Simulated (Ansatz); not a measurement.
# GeSO (singlet): the correlation ladder at a displaced geometry (v2), cc-pVDZ

An exercise on one series of results from a longer session: the logs are not shown, and one member is left open.

Computed with Ansatz 0.2.0, Gaussian basis. Level: cc-pVDZ, core rule «outside noble gas», up to 20 orbitals frozen.

To be run: UHF; CCSD(T) on RHF; BCCD(T) on RHF; CISD; CCSDT(Q) on RHF; CASSCF and MRCISD+Q, 12 electrons in 10 orbitals; CASSCF and NEVPT2, 12 electrons in 10 orbitals.

20 further runs of the same task are left out: 4 for a known fault of the program, 6 that didn't finish, 10 set aside as unsound or not needed.

### The system

The geometry is a PBE0/def2-TZVP stationary point (not a proven minimum) with its atoms shifted at random (size 0.100 Å). No spin-orbit coupling is included. The filled d shell of Ge may be among the frozen orbitals whatever the setting's name suggests; the logs give the count.

3 atoms, charge 0, spin multiplicity 1.

Atoms are counted from 1 here; the program's logs count them from 0.

Bond lengths: Ge1–S2 2.166 Å, Ge1–O3 1.825 Å, S2–O3 1.793 Å. Angles: S2–Ge1–O3 52.6°, Ge1–S2–O3 53.9°, Ge1–O3–S2 73.5°.

The first run:

Input file in.yaml:

```yaml
crystal:
  periodic: [false, false, false]
  atoms:
    - {symbol: Ge, position_ang: [0.055497, 0.115135, 0.736471]}
    - {symbol: S, position_ang: [-0.109377, 0.342577, -1.411135]}
    - {symbol: O, position_ang: [-0.032757, -1.209303, -0.515594]}
basis:
  gaussian: {orbitals: cc-pVDZ}
magnetization: {spin_polarized: true, initial_magnetization: 0}
hamiltonian: {xc: hf}
output: {orbitals: {seedname: orbitals}}
```

On the command line:

```sh
$ ansatz run in.yaml --threads 1 --pin off --events-out ev --progress --plain --max-ram 2393MiB
```

Among the steps run: UHF; CCSD(T) on RHF; BCCD(T) on RHF; CISD; CCSDT(Q) on RHF; CASSCF and MRCISD+Q, 12 electrons in 10 orbitals; CASSCF and NEVPT2, 12 electrons in 10 orbitals.

One table of the session follows, with a row left open; its other results are not shown here.

It belongs to the step «Misses and costs». 

| method | from RCCSDT(Q) (kcal/mol) |
| --- | --- |
| RHF | +269.85 |
| RMP2 | +23.40 |
| RCCSD | +12.53 |
| RCCSD(T) | ? |
| BCCD(T) | +1.86 |
| RCCSDT | +1.47 |
| RCCSDT(Q) | 0 |
| CASSCF valence | +185.26 |
| NEVPT2 valence | +36.79 |
| MRCISD valence | +20.56 |
| MRCISD+Q valence | +3.77 |

**Question.** Estimate the row for RCCSD(T).

The run gave: from RCCSDT(Q) (kcal/mol): +2.03. In the column «from RCCSDT(Q) (kcal/mol)» it lies between BCCD(T) (+1.86) and MRCISD+Q valence (+3.77).

Not comparable, so not listed: CISD (they don't share determinant, frozen orbitals or solution with the rows shown, or repeat one).
